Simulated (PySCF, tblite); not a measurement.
# CH₁₀BNPSi₂ radical: geometry, infrared bands and EPR parameters

Aim: predict the infrared bands and EPR parameters of CH₁₀BNPSi₂ radical (`BP[SiH]C[SiH2]N`).

Programs: tblite 0.8.0 and PySCF 2.14.0, with density-fitted response routines of our own. Each step states its level of theory. These are calculated values for one molecule in the gas phase, unless marked as measured. Atoms are numbered from 0 throughout.

### 1 The starting structure

16 atoms, charge 0, multiplicity 2; geometry from: force field or distance geometry start.

Bonds of the start (Å): B0–P1 1.95, P1–Si2 2.22, Si2–C3 1.86, C3–Si4 1.85, Si4–N5 1.80, B0–H6 1.18, B0–H7 1.20, P1–H8 1.45, Si2–H9 1.47, C3–H10 1.11, C3–H11 1.10, Si4–H12 1.46, Si4–H13 1.47, N5–H14 1.06, N5–H15 1.02.

### 2 Optimising the geometry with GFN2-xTB

The job: settings as JSON, then the geometry in Å.

```
{"job": {"kind": "relax", "xc": "GFN2-xTB", "basis": "xTB"}, "charge": 0, "multiplicity": 2}
B      3.606600     0.042100     0.614600
P      2.237600     0.326800    -0.751700
Si     0.696100    -1.215300    -0.321100
C     -0.571000    -0.389800     0.766100
Si    -2.271900    -0.327100     0.046800
N     -2.844200     1.377500     0.185700
H      4.427700    -0.758800     0.327200
H      3.347400     0.177200     1.774600
H      1.697500     1.646000    -0.485800
H      1.364000    -2.309500     0.403400
H     -0.582000    -0.920200     1.740200
H     -0.254400     0.647400     0.969900
H     -2.340200    -0.806400    -1.328700
H     -3.221700    -1.140300     0.821100
H     -1.990800     1.957500     0.428900
H     -3.308200     1.701900    -0.667600
```

Command:

```bash
$ OMP_NUM_THREADS=1 python probes_run.py task.json out
```

This one command runs all jobs of the session in turn.

Standard output:

```text
step      E/eV     max force
  0    -470.11893    2.466
  1    -470.40814    1.526
  2    -470.63156    1.141
  3    -470.73387    1.168
  4    -470.88019    0.676
  5    -470.91938    0.459
  6    -470.94931    0.356
  7    -470.96875    0.340
  8    -470.98458    0.322
  9    -470.99986    0.304
 10    -471.01650    0.304
 11    -471.02934    0.288
 12    -471.03684    0.191
 13    -471.04122    0.160
 14    -471.04520    0.161
 15    -471.05010    0.178
 16    -471.05527    0.192
 17    -471.05980    0.184
 18    -471.06347    0.184
 19    -471.06685    0.172
 20    -471.07072    0.188
 21    -471.07538    0.193
 22    -471.08020    0.170
 23    -471.08438    0.146
 24    -471.08838    0.186
 25    -471.09300    0.221
 26    -471.09763    0.205
 27    -471.10169    0.149
 28    -471.10532    0.140
 29    -471.10922    0.174
 30    -471.11347    0.186
 31    -471.11741    0.159
 32    -471.11974    0.176
 33    -471.12245    0.143
 34    -471.12506    0.138
 35    -471.12935    0.154
 36    -471.13149    0.138
 37    -471.13271    0.086
 38    -471.13373    0.103
 39    -471.13561    0.159
 40    -471.13856    0.185
 41    -471.14218    0.182
 42    -471.14524    0.146
 43    -471.14747    0.141
 44    -471.14903    0.126
 45    -471.15026    0.171
 46    -471.15245    0.135
 47    -471.15583    0.214
 48    -471.15897    0.208
 49    -471.16117    0.164
 50    -471.16326    0.094
 51    -471.16504    0.101
 52    -471.16649    0.140
 53    -471.16797    0.195
 54    -471.16976    0.136
 55    -471.17297    0.115
 56    -471.17466    0.104
 57    -471.17655    0.088
 58    -471.17792    0.082
 59    -471.17937    0.100
 60    -471.18091    0.130
 61    -471.18265    0.153
 62    -471.18451    0.127
 63    -471.18657    0.123
 64    -471.18804    0.127
 65    -471.19074    0.100
 66    -471.19312    0.149
 67    -471.19550    0.141
 68    -471.19759    0.297
 69    -471.20031    0.135
 70    -471.20416    0.185
 71    -471.21039    0.175
 72    -471.21562    0.227
 73    -471.22057    0.169
 74    -471.22337    0.136
 75    -471.22535    0.093
 76    -471.22709    0.121
 77    -471.22973    0.113
 78    -471.23209    0.134
 79    -471.23415    0.143
 80    -471.23676    0.110
 81    -471.23934    0.121
 82    -471.24149    0.126
 83    -471.24363    0.122
 84    -471.24641    0.150
 85    -471.24869    0.207
 86    -471.25274    0.169
 87    -471.25548    0.134
 88    -471.25933    0.142
 89    -471.26172    0.176
 90    -471.26754    0.159
 91    -471.27169    0.194
 92    -471.27419    0.175
 93    -471.27661    0.128
 94    -471.27883    0.158
 95    -471.28126    0.138
 96    -471.28475    0.149
 97    -471.28720    0.149
 98    -471.28896    0.138
 99    -471.29002    0.073
100    -471.29063    0.071
101    -471.29132    0.059
102    -471.29179    0.064
103    -471.29214    0.050
104    -471.29246    0.040
105    -471.29284    0.036
106    -471.29317    0.046
107    -471.29357    0.064
108    -471.29390    0.039
109    -471.29408    0.029
110    -471.29419    0.026
111    -471.29430    0.035
112    -471.29461    0.057
113    -471.29498    0.059
114    -471.29539    0.040
115    -471.29570    0.038
116    -471.29594    0.044
117    -471.29617    0.051
118    -471.29647    0.045
119    -471.29681    0.054
120    -471.29717    0.051
121    -471.29752    0.050
122    -471.29780    0.046
123    -471.29799    0.026
124    -471.29812    0.031
125    -471.29827    0.030
126    -471.29846    0.042
127    -471.29872    0.041
128    -471.29894    0.032
129    -471.29908    0.020
130    -471.29915    0.021
131    -471.29920    0.020
132    -471.29925    0.023
133    -471.29932    0.030
134    -471.29947    0.039
135    -471.29970    0.051
136    -471.29995    0.044
137    -471.30015    0.031
138    -471.30027    0.027
139    -471.30036    0.026
140    -471.30048    0.027
141    -471.30066    0.033
142    -471.30093    0.039
143    -471.30129    0.052
144    -471.30173    0.063
145    -471.30212    0.054
146    -471.30236    0.027
147    -471.30251    0.041
148    -471.30262    0.038
149    -471.30276    0.028
150    -471.30289    0.023
151    -471.30307    0.032
152    -471.30330    0.031
153    -471.30361    0.045
154    -471.30395    0.074
155    -471.30430    0.042
156    -471.30459    0.048
157    -471.30463    0.059
158    -471.30491    0.040
159    -471.30507    0.027
160    -471.30548    0.046
161    -471.30601    0.073
162    -471.30658    0.086
163    -471.30740    0.071
164    -471.30860    0.122
165    -471.30922    0.140
166    -471.30964    0.069
167    -471.31022    0.073
168    -471.31052    0.044
169    -471.31087    0.066
170    -471.31120    0.067
171    -471.31172    0.064
172    -471.31233    0.064
173    -471.31306    0.107
174    -471.31395    0.082
175    -471.31528    0.081
176    -471.31649    0.093
177    -471.31739    0.091
178    -471.31878    0.099
179    -471.31978    0.144
180    -471.32033    0.127
181    -471.32198    0.103
182    -471.32310    0.112
183    -471.32488    0.150
184    -471.32615    0.114
185    -471.32730    0.125
186    -471.32768    0.106
187    -471.32861    0.073
188    -471.32894    0.044
189    -471.32933    0.034
190    -471.32971    0.036
191    -471.32988    0.035
192    -471.33005    0.033
193    -471.33022    0.033
194    -471.33039    0.037
195    -471.33079    0.043
196    -471.33120    0.046
197    -471.33172    0.042
198    -471.33226    0.041
199    -471.33267    0.050
200    -471.33229    0.088
201    -471.33303    0.045
202    -471.33312    0.021
203    -471.33323    0.015
204    -471.33330    0.015
205    -471.33335    0.021
206    -471.33340    0.015
207    -471.33343    0.014
208    -471.33347    0.014
209    -471.33351    0.015
210    -471.33356    0.015
211    -471.33361    0.014
212    -471.33365    0.011
213    -471.33368    0.010
```

Wall time 1.9 s (1 thread of Arm Neoverse V1, shared host); peak memory 0.18 GiB.

Step by step: (not every step is listed)

```tsv
step	energy from step 0 (eV)	largest force (eV/Å)
0	0.0000	2.4664
1	-0.2892	1.5263
2	-0.5126	1.1415
3	-0.6149	1.1679
4	-0.7613	0.6763
5	-0.8005	0.4590
6	-0.8304	0.3557
7	-0.8498	0.3399
8	-0.8657	0.3225
28	-0.9864	0.1402
48	-1.0400	0.2079
68	-1.0787	0.2973
88	-1.1404	0.1424
108	-1.1750	0.0389
128	-1.1800	0.0321
148	-1.1837	0.0381
168	-1.1916	0.0436
188	-1.2100	0.0441
208	-1.2145	0.0141
209	-1.2146	0.0150
210	-1.2146	0.0154
211	-1.2147	0.0141
212	-1.2147	0.0114
213	-1.2148	0.0095
```

Close pairs (by a distance rule), those that changed most:

```tsv
bond	before (Å)	after (Å)	change (Å)
B0–P1	1.955	1.825	-0.130
Si4–N5	1.803	1.721	-0.082
P1–H8	1.450	1.379	-0.071
N5–H14	1.060	1.007	-0.053
C3–Si4	1.848	1.900	+0.053
Si2–C3	1.863	1.904	+0.041
B0–H7	1.196	1.169	-0.028
C3–H10	1.109	1.091	-0.018
```

The final coordinates are the input of the step that follows.

### 3 Harmonic vibrations with GFN2-xTB

The job: settings as JSON, then the geometry in Å.

```
{"job": {"kind": "ir", "xc": "GFN2-xTB", "basis": "xTB"}, "charge": 0, "multiplicity": 2}
B      3.342903    -0.032665     1.305199
P      2.772959    -0.202127    -0.420485
Si     0.631829     0.355136    -0.630364
C     -0.434331    -0.306333     0.801534
Si    -2.284165    -0.514467     0.419293
N     -2.802241     0.992134    -0.231739
H      2.788412    -0.662315     2.123744
H      4.304963     0.577409     1.565304
H      3.385564     0.842768    -1.078934
H      0.208238    -0.262345    -1.907408
H     -0.028218    -1.276409     1.090811
H     -0.321290     0.338494     1.672955
H     -2.458938    -1.687501    -0.453062
H     -3.070943    -0.700903     1.640032
H     -2.258382     1.422883    -0.962071
H     -3.783959     1.125186    -0.411253
```

Standard output:

```text
mode    cm-1     km/mol
  1      18.2      0.07
  2      33.6      1.54
  3      50.9      0.48
  4      86.4      0.95
  5     117.3      1.91
  6     151.0      2.88
  7     207.0     13.02
  8     242.6     11.18
  9     270.9      8.23
 10     448.9     11.86
 11     472.8     24.12
 12     496.7     26.93
 13     529.0    162.35
 14     567.1     34.26
 15     570.9     21.62
 16     614.4     81.78
 17     634.8    115.19
 18     696.5    182.27
 19     707.7     20.70
 20     730.3    150.13
 21     746.2    113.83
 22     791.6    178.43
 23     800.2     10.06
 24     810.9     27.10
 25     835.7    358.21
 26     869.9     13.06
 27     907.3    173.56
 28    1001.1     24.11
 29    1123.0     91.09
 30    1158.0     87.68
 31    1443.2      1.23
 32    1518.7     69.69
 33    2099.3    203.95
 34    2172.2    399.21
 35    2250.2    306.21
 36    2349.7    120.36
 37    2612.8    115.21
 38    2660.5    130.32
 39    2964.6     21.26
 40    2982.2      9.08
 41    3474.3      1.89
 42    3510.4      2.77
```

Wall time 0.7 s (1 thread of Arm Neoverse V1, shared host); peak memory 0.18 GiB.

The strongest bands and the atoms that carry them (share of the mass-weighted mode):

```tsv
cm⁻¹	km/mol	atoms
529	162.3	H15 41 %, H14 30 %, N5 18 %
696	182.3	C3 35 %, H11 20 %, H9 12 %
792	178.4	H13 27 %, C3 20 %, H12 19 %
836	358.2	H14 31 %, H15 23 %, Si4 12 %, N5 12 %
907	173.6	N5 45 %, Si4 38 %
2099	203.9	H9 96 %
2172	399.2	H12 93 %
2250	306.2	H13 94 %
```

### 4 EPR parameters: B3LYP/pcH-1

Same as in step 3 but for these lines:

```diff
@@ -1,2 +1,2 @@
-{"job": {"kind": "ir", "xc": "GFN2-xTB", "basis": "xTB"}, "charge": 0, "multiplicity": 2}
+{"job": {"kind": "epr", "basis": "pcH-1"}, "charge": 0, "multiplicity": 2}
 B      3.342903    -0.032665     1.305199
```

With the program's defaults for keys left out, this is: UKS B3LYP, pcH-1 on B C H N P Si, non-relativistic, mean-field spin-orbit, GIAO.

Standard output:

```text
UKS, coarse grid
  cycle   1  E = -1043.99405286  |g| = 4.66e-01
  cycle   2  E = -1043.89974314  |g| = 6.24e-01
  cycle   3  E = -1044.09421713  |g| = 5.48e-02
  cycle   4  E = -1044.09568190  |g| = 2.11e-02
  cycle   5  E = -1044.09590058  |g| = 8.80e-03
  cycle   6  E = -1044.09595375  |g| = 2.01e-03
  cycle   7  E = -1044.09595740  |g| = 1.20e-03
  cycle   8  E = -1044.09595877  |g| = 3.22e-04
UKS, final grid
  cycle   1  E = -1044.09602007  |g| = 4.17e-04
  cycle   2  E = -1044.09601998  |g| = 5.79e-04
  cycle   3  E = -1044.09602019  |g| = 4.51e-05
  cycle   4  E = -1044.09602019  |g| = 2.81e-05
E = -1044.09602019 Eh   <S^2> = 0.7528 (exact 0.7500)
g shifts (ppm)      1          2          3
  rmc          -132       -132       -132
  gc             17         46         46
  oz_so        -518       1471       3143
  total        -633       1386       3057
hyperfine (MHz)  atom isotope    a_iso     a_fc   dipolar eigenvalues
    0   11B       4.63       4.69     -4.08     -3.39      7.48
    1   31P     -46.71     -46.73    -37.34    -26.44     63.78
    2  29Si    -520.46    -521.30   -152.65     75.30     77.35
    3   13C      14.00      13.98     -3.99     -3.55      7.54
    4  29Si       1.80       1.80     -0.39     -0.02      0.41
    5   14N       0.52       0.52     -0.27     -0.11      0.38
    6    1H      -4.78      -4.77     -2.33     -0.10      2.43
    7    1H      -5.66      -5.65     -2.61     -0.36      2.97
    8    1H      19.39      19.38     -3.45     -0.65      4.10
    9    1H      88.42      88.39     -8.03      0.86      7.17
   10    1H      44.74      44.74     -3.74      0.59      3.16
   11    1H      10.96      10.96     -3.74     -2.61      6.36
   12    1H      -0.25      -0.25     -1.08     -0.94      2.01
   13    1H       2.89       2.89     -0.77     -0.61      1.38
   14    1H      -0.01      -0.02     -3.00     -2.21      5.22
   15    1H       0.35       0.34     -0.96     -0.78      1.74
```

Run time: 95 s. Hardware: 1 thread of Arm Neoverse V1, shared host; peak memory 0.97 GiB.

Principal g values 2.00169, 2.00370, 2.00538; g(iso) = 2.00359, against 2.00232 for a free electron.

Mean a(iso) over the nuclei that a row names, and the largest dipolar term of the row (other rows stand at the frozen geometry):

```tsv
nuclei	isotope	a(iso) (MHz)	a(iso) (G, at g = 2.0023)	largest dipolar term (MHz)
Si2	29Si	-520.5	-185.7	-152.7
H9	1H	88.4	31.6	-8.0
P1	31P	-46.7	-16.7	63.8
H10, H11	1H	27.9	9.9	6.4
H8	1H	19.4	6.9	4.1
C3	13C	14.0	5.0	7.5
H6, H7	1H	-5.2	-1.9	3.0
B0	11B	4.6	1.7	7.5
Si4	29Si	1.8	0.6	0.4
H12, H13	1H	1.3	0.5	2.0
N5	14N	0.5	0.2	0.4
H14, H15	1H	0.2	0.1	5.2
```

Mulliken spin populations:

B0 0.08; P1 0.04; Si2 0.83; C3 0.00; Si4 0.00; N5 0.00; H6 -0.01; H7 -0.01; H8 0.00; H9 0.03; H10 0.02; H11 0.00; H12 0.00; H13 0.00; H14 0.00; H15 0.00

In first order the couplings over 0.8 MHz of 1H, 31P, 11B give 796 distinct lines over 84.7 G, if the averaged nuclei exchange fast.

Orbitals, density, ELF and potential are computed afterwards from the orbital file.

ELF in a plane through or near 7 of the atoms.

Ten even steps from '0' (0.00) to '9' (1.00):
```
0000000000000000000000000000
0000000000000000000000000000
0000000000000000000000000000
0000000110000000005762000000
0000003797000000019998100000
0000007999200000029999500000
0000018999200232149999600000
0001337999201565548999300000
0005773387002635811362000000
0017981644003623915020000000
0004665798434997713751000000
0000124765751175227865300000
0000002422836712016765400000
0000006874743512015643200000
0000039997254674004310000000
0000049996035763001100000000
0000029993013431000000000000
0000004640001110000000000000
0000000000000000000000000000
0000000000000000000000000000
```
The map spans 14.0 Å across and 9.1 Å up, centred on the molecule. Atoms in the plane (x, y in Å): B0 (-3.4, 0.6), Si2 (-0.5, -1.0), C3 (0.4, 0.6), Si4 (2.3, 0.6), H6 (-3.0, 1.6), H8 (-3.2, -1.9), H13 (2.9, 1.8).

On the surface of density 0.002 e/bohr³ the electrostatic potential runs, from the 1st to the 99th percentile, from -1.12 V near N5 to 1.63 V near H15.

The spin density lies nearest to Si2 58 %; H9 15 %; P1 9 %.

### 5 Outcome

| quantity | value |
| --- | --- |
| strongest single infrared mode (GFN2-xTB) | 2172 cm⁻¹, 399 km/mol |
| zero-point energy (GFN2-xTB) | 66.8 kcal/mol |
| g(iso) (B3LYP) | 2.00359 |
| ⟨S²⟩ | 0.753 (exact 0.75) |
| largest a(iso) (averaged by class) | 29Si on Si2, -520.5 MHz |
| surface potential, 1st and 99th percentile | -1.12 V and 1.63 V |

**Reading.** Over 213 steps the energy fell by 1.215 eV; of the close pairs, B0–P1 changed most, 1.955 to 1.825 Å. No mode is imaginary among the 42: a minimum at this level. The strongest single mode, at 2172 cm⁻¹, moves mainly H12. GFN2-xTB is a fitted tight-binding method: band positions and strengths are rough. Its intensities can rank the bands wrongly. Most of the unpaired spin sits on Si2 (0.83 e). The isotropic g lies 1.3 ppt above the free-electron value.
